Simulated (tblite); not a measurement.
# C5H11NSi: the cost of one run

The runs use tblite 0.8.0 and PySCF 2.14.0, with density-fitted response routines of our own; the level of theory stands in each step. All values are computed, except where a source is named. Atoms count from 0, in the outputs and in this text.

### 1 The starting structure

18 atoms, charge 0, multiplicity 1; geometry from: force field or distance geometry start.

Bonds of the start (Å): C0–C1 1.49, C1–Si2 1.86, Si2–C3 1.87, C3–C4 1.51, C4–C5 1.49, C5–N6 1.26, C4–C1 1.53, C0–H7 1.12, C0–H8 1.13, C0–H9 1.12, C1–H10 1.10, Si2–H11 1.46, Si2–H12 1.47, C3–H13 1.12, C3–H14 1.09, C4–H15 1.11, C5–H16 1.09, N6–H17 1.02.

### 2 Geometry optimisation with GFN2-xTB

The job: settings as JSON, then the geometry in Å.

```
{"job": {"kind": "relax", "xc": "GFN2-xTB", "basis": "xTB"}, "charge": 0, "multiplicity": 1}
C     -1.021900     1.763000    -0.109200
C     -0.638600     0.440900    -0.672500
Si    -1.628100    -1.032700    -0.130200
C      0.133600    -1.506300    -0.560700
C      0.624000    -0.168100    -0.070500
C      1.785200     0.349100    -0.840600
N      2.932000    -0.139400    -0.632900
H     -0.701500     1.777300     0.959900
H     -0.487000     2.615400    -0.612400
H     -2.118100     1.967100    -0.237300
H     -0.570200     0.494700    -1.767200
H     -2.653500    -1.483500    -1.060400
H     -1.958800    -1.139600     1.301000
H      0.465800    -2.394600     0.040400
H      0.262700    -1.733000    -1.622400
H      0.682900    -0.067300     1.030800
H      1.698200     1.150100    -1.574900
H      3.184600    -0.886800     0.018200
```

Started as:

```console
OMP_NUM_THREADS=1 python probes_run.py task.json out
```

The driver reads the jobs from task.json and runs them one after another.

**Question.** How long does this first job take on 1 thread of Intel Xeon at 2.50GHz, shared host, and how much memory does it need?

About 4.2 s, with a peak of 0.18 GiB.
